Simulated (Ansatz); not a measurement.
# CoGe: the cost of one run

Program: Ansatz 0.2.0. Level of theory: DFT PBEsol, scalar-relativistic, plane waves, PAW. These are calculated values, not measurements.

1 further run of the same task is left out (set aside as unsound or not needed).

### 1 The system as given

The structure is cubic, space group P2_13 (No. 198). Conventional cell: a = 4.635 Å, b = 4.635 Å, c = 4.635 Å, α = 90.00°, β = 90.00°, γ = 90.00°. Co (site symmetry 3) has 7 Ge at 2.38 to 2.61 Å as nearest neighbours. Ge (site symmetry 3) is surrounded by 7 Co at 2.38 to 2.61 Å.

Coordinates:

```cif
data_structure
_symmetry_space_group_name_H-M 'P 1'
_symmetry_Int_Tables_number 1
_cell_length_a 4.6353
_cell_length_b 4.6353
_cell_length_c 4.6353
_cell_angle_alpha 90.000
_cell_angle_beta 90.000
_cell_angle_gamma 90.000
_cell_volume 99.60
loop_
_atom_site_label
_atom_site_type_symbol
_atom_site_fract_x
_atom_site_fract_y
_atom_site_fract_z
_atom_site_occupancy
Co1 Co 0.13579 0.13579 0.13579 1
Co2 Co 0.36421 0.86421 0.63579 1
Co3 Co 0.63579 0.36421 0.86421 1
Co4 Co 0.86421 0.63579 0.36421 1
Ge1 Ge 0.83942 0.83942 0.83942 1
Ge2 Ge 0.66058 0.16058 0.33942 1
Ge3 Ge 0.33942 0.66058 0.16058 1
Ge4 Ge 0.16058 0.33942 0.66058 1
```

It goes back to an entry of the Materials Project.

This cell was relaxed beforehand with the same method: volume 12.45 Å³/atom, gap on the mesh none (metal).

### 2 The cell under PBEsol

input.yaml

```yaml
crystal:
  lattice:
    - [4.6353154059, 0.0, 0.0]
    - [0.0, 4.6353154059, 0.0]
    - [0.0, 0.0, 4.6353154059]
  atoms:
    - { symbol: Co, position: [0.1357912291, 0.1357912291, 0.1357912291] }
    - { symbol: Co, position: [0.3642087709, 0.8642087709, 0.6357912291] }
    - { symbol: Co, position: [0.6357912291, 0.3642087709, 0.8642087709] }
    - { symbol: Co, position: [0.8642087709, 0.6357912291, 0.3642087709] }
    - { symbol: Ge, position: [0.8394235158, 0.8394235158, 0.8394235158] }
    - { symbol: Ge, position: [0.6605764842, 0.1605764842, 0.3394235158] }
    - { symbol: Ge, position: [0.3394235158, 0.6605764842, 0.1605764842] }
    - { symbol: Ge, position: [0.1605764842, 0.3394235158, 0.6605764842] }
basis:
  ecutwfc: 420
kpoints:
  mp_grid: { grid: [8, 8, 8] }
hamiltonian:
  xc: pbesol
scf:
  occupations: { method: gaussian, width: 0.1 }
output:
  forces: true
  stress: true
  eigenvalues: true
  write_density: true
  write_potential: true
  elf: true
  volumetric_format: npy
relax:
  adjacent_minimum: "off"
  f_tol: 0.005
  max_steps: 50
  cell: { stress_tol: 0.05 }
```

The run is started by

```console
$ ansatz run input.yaml --threads 2 --pin off --max-ram 5120MiB --backend cpu --events-out ev --progress --plain --runs-dir out
```

What time and memory should one allow on 2 threads of Intel Xeon at 2.50GHz (Skylake/Cascade Lake), shared host?

About 3.1 min, with a peak of 0.6 GiB.
